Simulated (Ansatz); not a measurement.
# AlH₈NOSi₂: up Jacob's ladder to CCSD(T)

An exercise on one series of results from a longer session: the logs are not shown, and one member is left open.

Method: functionals in def2-TZVPP, the program's frozen cores in correlated methods; program: Ansatz 0.2.0, Gaussian basis.

Plan: LDA (SPW92), PBE-D4, revPBE-D4, BLYP-D4, r2SCAN-D4, B97M-V, PBE0-D4, B3LYP-D4, r2SCANh-D4, r2SCAN0-D4, HSE06-D4, BHLYP-D4, CAM-B3LYP-D4, LC-ωPBE, ωB97X-V, ωB97M-V, B2PLYP, PBE-QIDH; CCSD(T)/def2-SVP; CCSD(T)/def2-TZVPP; MP2/def2-QZVPP; extrapolation to the limit; RPA on PBE.

## The relaxed structure

All runs share one geometry, relaxed beforehand with PBE0-D4 in a triple-zeta def2 set.

SMILES `[AlH2][NH][SiH2]O[SiH3]`, 13 atoms, charge 0, spin multiplicity 1.

Atoms are counted from 1 here; the program's logs count them from 0.

Bond lengths: Al1–N2 1.786 Å, Al1–H6 1.583 Å, Al1–H7 1.580 Å, N2–Si3 1.715 Å, N2–H8 1.012 Å, Si3–O4 1.637 Å, Si3–H9 1.481 Å, Si3–H10 1.487 Å, O4–Si5 1.631 Å, Si5–H11 1.488 Å, Si5–H12 1.483 Å, Si5–H13 1.486 Å. Angles: N2–Al1–H6 117.6°, N2–Al1–H7 117.8°, H6–Al1–H7 124.6°, Al1–N2–Si3 128.6°, Al1–N2–H8 116.5°, Si3–N2–H8 114.9°, N2–Si3–O4 113.3°, N2–Si3–H9 107.5°, N2–Si3–H10 109.9°, O4–Si3–H9 107.0°, O4–Si3–H10 107.4°, H9–Si3–H10 111.7°, Si3–O4–Si5 147.1°, O4–Si5–H11 110.5°, O4–Si5–H12 109.0°, O4–Si5–H13 109.9°, H11–Si5–H12 109.4°, H11–Si5–H13 108.8° and more.

The first run:

Contents of in.yaml:

```yaml
crystal:
  periodic: [false, false, false]
  atoms:
    - {symbol: Al, position_ang: [-0.133565, 2.771837, -0.866677]}
    - {symbol: N, position_ang: [-0.801086, 1.153238, -0.513355]}
    - {symbol: Si, position_ang: [-0.558755, 0.175660, 0.874714]}
    - {symbol: O, position_ang: [0.572291, -0.987223, 0.657149]}
    - {symbol: Si, position_ang: [0.908709, -2.484714, 0.105230]}
    - {symbol: H, position_ang: [-0.529442, 3.442323, -2.244700]}
    - {symbol: H, position_ang: [0.804132, 3.435688, 0.217619]}
    - {symbol: H, position_ang: [-1.391351, 0.742753, -1.226255]}
    - {symbol: H, position_ang: [-0.070433, 1.056015, 1.960454]}
    - {symbol: H, position_ang: [-1.829350, -0.502670, 1.244739]}
    - {symbol: H, position_ang: [-0.313545, -3.333122, 0.124781]}
    - {symbol: H, position_ang: [1.946998, -3.095803, 0.970837]}
    - {symbol: H, position_ang: [1.415897, -2.408680, -1.289738]}
basis:
  gaussian: {orbitals: def2-TZVPP}
hamiltonian: {xc: lda}
output: {orbitals: {seedname: orbitals}}
```

Among the steps run: LDA; PBE-D4 (GGA); revPBE-D4 (GGA); BLYP-D4 (GGA); r2SCAN-D4 (meta-GGA); B97M-V (meta-GGA); PBE0-D4 (hybrid); B3LYP-D4 (hybrid); r2SCANh-D4 (hybrid); r2SCAN0-D4 (hybrid); HSE06-D4 (hybrid); BHLYP-D4 (hybrid); CAM-B3LYP-D4 (range-separated); LC-ωPBE (range-separated); ωB97X-V (range-separated); ωB97M-V (range-separated); B2PLYP (double hybrid); PBE-QIDH (double hybrid).

One of the session's tables, all rows but one given; the rest of the session is left out.

It belongs to the step «Frontier levels by functional». 

| functional | HOMO (eV) | gap (eV) |
| --- | --- | --- |
| LDA (SPW92) | -7.02 | 5.00 |
| PBE-D4 | -6.85 | 5.06 |
| revPBE-D4 | -6.78 | 5.09 |
| BLYP-D4 | -6.69 | 5.02 |
| r2SCAN-D4 | -7.13 | 5.70 |
| B97M-V | -7.26 | 5.55 |
| PBE0-D4 | -8.16 | 7.14 |
| B3LYP-D4 | -7.91 | 6.68 |
| r2SCANh-D4 | -7.63 | 6.45 |
| r2SCAN0-D4 | -8.37 | 7.57 |
| HSE06-D4 | -7.76 | 6.37 |
| BHLYP-D4 | -9.38 | 9.12 |
| CAM-B3LYP-D4 | ? | ? |
| LC-ωPBE | -10.97 | 11.95 |
| ωB97X-V | -10.60 | 11.46 |
| ωB97M-V | -10.51 | 11.08 |

Q: Estimate the row for CAM-B3LYP-D4 from the others.

**Answer.** HOMO (eV): -9.55; gap (eV): 9.45. In the column «HOMO (eV)» it lies between ωB97M-V (-10.51) and BHLYP-D4 (-9.38).
